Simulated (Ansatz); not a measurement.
# C₂H₆FIn: one species, many methods

How much do the methods differ for C₂H₆FIn? The plan is to run it at one geometry with functionals of several rungs and with coupled cluster, and see how far each lands from CCSD(T) at the basis-set limit for the atomisation energy.

Program: Ansatz 0.2.0, Gaussian basis. Level of theory: functionals in def2-TZVPP, the program's frozen cores in correlated methods. These are calculated values, not measurements.

Plan: PBE-D4, r2SCAN-D4, PBE0-D4, B3LYP-D4, ωB97X-V, ωB97M-V, B2PLYP; CCSD(T)/def2-TZVPP; MP2/def2-QZVPP; extrapolation to the limit.

**1. Structure used throughout**

An earlier PBE0-D4 in a triple-zeta def2 set relaxation fixed the geometry. In takes the def2 core potential; no spin-orbit term is included.

SMILES `[CH3][InH][CH2]F`, 10 atoms, charge 0, spin multiplicity 1.

Atoms are counted from 1 here; the program's logs count them from 0.

Bond lengths: C1–In2 2.149 Å, C1–H5 1.092 Å, C1–H6 1.092 Å, C1–H7 1.090 Å, In2–C3 2.186 Å, In2–H8 1.734 Å, C3–F4 1.395 Å, C3–H9 1.095 Å, C3–H10 1.095 Å. Angles: In2–C1–H5 110.1°, In2–C1–H6 110.0°, In2–C1–H7 110.7°, H5–C1–H6 107.7°, H5–C1–H7 109.2°, H6–C1–H7 109.2°, C1–In2–C3 119.0°, C1–In2–H8 122.9°, C3–In2–H8 118.1°, In2–C3–F4 111.1°, In2–C3–H9 111.3°, In2–C3–H10 111.4°, F4–C3–H9 107.8°, F4–C3–H10 107.8°, H9–C3–H10 107.2°.

Coordinates:

```mol
C2H6FIn
  3D, bonds by distance, orders not assigned

 10  9  0  0  0  0  0  0  0  0999 V2000
   -1.2643    0.5710   -1.2666 C   0  0
   -0.5264   -0.4921    0.4489 In  0  0
    1.5807   -0.2933    0.9943 C   0  0
    2.2496    0.5537    0.1107 F   0  0
   -1.6839   -0.1309   -1.9902 H   0  0
   -2.0611    1.2553   -0.9680 H   0  0
   -0.4641    1.1386   -1.7404 H   0  0
   -1.5315   -1.5073    1.4314 H   0  0
    2.0895   -1.2631    0.9794 H   0  0
    1.6946    0.1171    2.0034 H   0  0
  1  2  8  0
  2  3  8  0
  3  4  8  0
  1  5  8  0
  1  6  8  0
  1  7  8  0
  2  8  8  0
  3  9  8  0
  3 10  8  0
M  END
```

**2. PBE-D4 (GGA)**

The input, in.yaml:

```yaml
crystal:
  periodic: [false, false, false]
  atoms:
    - {symbol: C, position_ang: [-1.264310, 0.570994, -1.266621]}
    - {symbol: In, position_ang: [-0.526426, -0.492093, 0.448858]}
    - {symbol: C, position_ang: [1.580742, -0.293315, 0.994330]}
    - {symbol: F, position_ang: [2.249584, 0.553655, 0.110736]}
    - {symbol: H, position_ang: [-1.683909, -0.130890, -1.990246]}
    - {symbol: H, position_ang: [-2.061147, 1.255343, -0.968029]}
    - {symbol: H, position_ang: [-0.464087, 1.138618, -1.740427]}
    - {symbol: H, position_ang: [-1.531456, -1.507325, 1.431361]}
    - {symbol: H, position_ang: [2.089524, -1.263138, 0.979407]}
    - {symbol: H, position_ang: [1.694586, 0.117050, 2.003431]}
basis:
  gaussian: {orbitals: def2-TZVPP}
hamiltonian: {xc: pbe, dispersion: d4}
output: {forces: true, orbitals: {seedname: orbitals}}
```

Started as:

```sh
$ ansatz run in.yaml --threads 4 --pin off --events-out ev --progress --plain --max-ram 10444MiB
```

The runs that follow: r2SCAN-D4 (meta-GGA); PBE0-D4 (hybrid); B3LYP-D4 (hybrid); ωB97X-V (range-separated); ωB97M-V (range-separated); B2PLYP (double hybrid); CCSD(T) in def2-TZVPP; MP2 in def2-QZVPP.

Q: Predict the results of all the runs planned. Wanted: atomisation energy, CCSD(T)/CBS; farthest; mean size of error, hybrid; mean size of error, range-separated; gap, smallest and largest; T1 diagnostic; triples share of the correlation energy.

The runs gave:

```
                               quantity                                           value
        atomisation energy, CCSD(T)/CBS                                  777.1 kcal/mol
functionals within 7.8 kcal/mol (1.0 %)  r2SCAN-D4, PBE0-D4, B3LYP-D4, ωB97X-V, ωB97M-V
                               farthest                         B2PLYP (-12.4 kcal/mol)
             mean size of error, hybrid                                    4.0 kcal/mol
    mean size of error, range-separated                                    1.1 kcal/mol
              gap, smallest and largest             3.66 eV (PBE-D4), 9.69 eV (ωB97X-V)
                          T1 diagnostic                                          0.0124
triples share of the correlation energy                                           3.2 %
```

PBE-D4 misses by +9.3 kcal/mol. Double hybrids carry the basis error of their MP2 part in triple zeta, and no dispersion term here, so their miss is partly the set-up's. Misses under about 7.8 kcal/mol are within the doubt on the reference itself, which lacks core-valence correlation, spin-orbit coupling and higher excitations, and its outer-core shells are covered unevenly. All levels share the lack of spin-orbit coupling, which lowers the free heavy atoms and so the true binding. Hartree-Fock recovers 73 % of the binding; the rest is correlation. Orbital gaps span 3.7 to 9.7 eV; exact exchange widens them. Correlated methods include outer-core shells of In, which these sets cover unevenly.
